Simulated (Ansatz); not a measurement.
# Ga2O3: the cost of one run

Method: DFT r2SCAN, scalar-relativistic, plane waves, PAW, in Ansatz 0.2.0.

1 further run of the same task is left out (set aside as unsound or not needed). Runs told in other sessions of the task aren't counted.

### Step 1. The structure to begin with

The structure is trigonal, space group R-3c (No. 167). The conventional cell has a = 4.985 Å, b = 4.985 Å, c = 13.442 Å, α = 90.00°, β = 90.00°, γ = 120.00°. Ga (site symmetry 3) is surrounded by 6 O at 1.93 to 2.07 Å. Around O (site symmetry 2) lie 4 Ga at 1.93 to 2.07 Å.

Coordinates:

```cif
data_structure
_symmetry_space_group_name_H-M 'P 1'
_symmetry_Int_Tables_number 1
_cell_length_a 5.3253
_cell_length_b 5.3253
_cell_length_c 5.3253
_cell_angle_alpha 55.811
_cell_angle_beta 55.811
_cell_angle_gamma 55.811
_cell_volume 96.41
loop_
_atom_site_label
_atom_site_type_symbol
_atom_site_fract_x
_atom_site_fract_y
_atom_site_fract_z
_atom_site_occupancy
Ga1 Ga 0.35540 0.35540 0.35540 1
Ga2 Ga 0.14460 0.14460 0.14460 1
Ga3 Ga 0.64460 0.64460 0.64460 1
Ga4 Ga 0.85540 0.85540 0.85540 1
O1 O 0.55363 0.94637 0.25000 1
O2 O 0.25000 0.55363 0.94637 1
O3 O 0.94637 0.25000 0.55363 1
O4 O 0.44637 0.05363 0.75000 1
O5 O 0.75000 0.44637 0.05363 1
O6 O 0.05363 0.75000 0.44637 1
```

It is the result of an earlier relaxation at this level (volume 9.64 Å³/atom; gap on the mesh: 3.55 eV).

### Step 2. Zero of energy

The reference gives a free energy of -18577.6645 eV, pressure -0.01 GPa, largest force 0.001 eV/Å and gap on the mesh 3.55 eV. It was computed beforehand with the settings of the runs below.

### Step 3. Setting up biaxial against axial strain

The cell is strained by p along both x and y and by q along z, with fractional coordinates fixed.

### Step 4. Point p = -0.050, q = -0.050

The input, input.yaml:

```yaml
crystal:
  lattice:
    - [2.3676872358, 1.366984863, 4.256633285]
    - [-2.3676872358, 1.366984863, 4.256633285]
    - [0.0, -2.7339697259, 4.256633285]
  atoms:
    - { symbol: Ga, position: [0.3554023483, 0.3554023483, 0.3554023483] }
    - { symbol: Ga, position: [0.1445976517, 0.1445976517, 0.1445976517] }
    - { symbol: Ga, position: [0.6445976517, 0.6445976517, 0.6445976517] }
    - { symbol: Ga, position: [0.8554023483, 0.8554023483, 0.8554023483] }
    - { symbol: O, position: [0.5536262452, 0.9463737548, 0.25] }
    - { symbol: O, position: [0.25, 0.5536262452, 0.9463737548] }
    - { symbol: O, position: [0.9463737548, 0.25, 0.5536262452] }
    - { symbol: O, position: [0.4463737548, 0.0536262452, 0.75] }
    - { symbol: O, position: [0.75, 0.4463737548, 0.0536262452] }
    - { symbol: O, position: [0.0536262452, 0.75, 0.4463737548] }
basis:
  ecutwfc: 500
kpoints:
  mp_grid: { grid: [6, 6, 6] }
hamiltonian:
  xc: r2scan
scf:
  occupations: { method: gaussian, width: 0.05 }
output:
  forces: true
  stress: true
  eigenvalues: true
```

On the command line:

```console
> ansatz run input.yaml --threads 2 --pin off --max-ram 5120MiB --backend cpu --events-out ev --progress --plain --runs-dir out
```

**Question.** How long does this run take on 2 threads of Oxide Virtual Turin-like (Zen 5), shared host, and how much memory does it need?

About 7.4 s, with a peak of 0.76 GiB.
